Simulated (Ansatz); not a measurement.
# FGeH3: the cost of one run

All numbers below are computed with Ansatz 0.2.0 (RHF/def2-TZVP).

## 1. Starting point

Bond lengths: Ge1–F2 1.680 Å, Ge1–H3 1.550 Å, Ge1–H4 1.549 Å, Ge1–H5 1.549 Å. Angles: F2–Ge1–H3 109.5°, F2–Ge1–H4 109.5°, F2–Ge1–H5 109.5°, H3–Ge1–H4 109.5°, H3–Ge1–H5 109.5°, H4–Ge1–H5 109.5°.

As a file:

```xyz
5

Ge    0.0000    0.0000    0.0000
F     0.0000    0.0000    1.6800
H     1.4616    0.0000   -0.5162
H    -0.7300    1.2648   -0.5162
H    -0.7300   -1.2648   -0.5162
```

## 2. Preparing the start

Input file input.yaml:

```yaml
crystal:
  periodic: [false, false, false]
  atoms:
    - { symbol: Ge, position_ang: [0.0, 0.0, 0.0] }
    - { symbol: F, position_ang: [0.0, 0.0, 1.68] }
    - { symbol: H, position_ang: [1.4616, 0.0, -0.5162] }
    - { symbol: H, position_ang: [-0.73, 1.2648, -0.5162] }
    - { symbol: H, position_ang: [-0.73, -1.2648, -0.5162] }
basis:
  gaussian: { orbitals: def2-TZVP }
hamiltonian:
  xc: hf
relax:
  f_tol: 0.02
  max_steps: 40
```

Launch:

```console
> ansatz run input.yaml --threads 1 --pin off --max-ram 2048MiB --backend cpu --events-out ev --progress --plain --runs-dir out
```

**Question.** How long does this run take on 1 thread of Arm Neoverse V1, shared host, and how much memory does it need?

About 7 s, with a peak of 0.15 GiB.
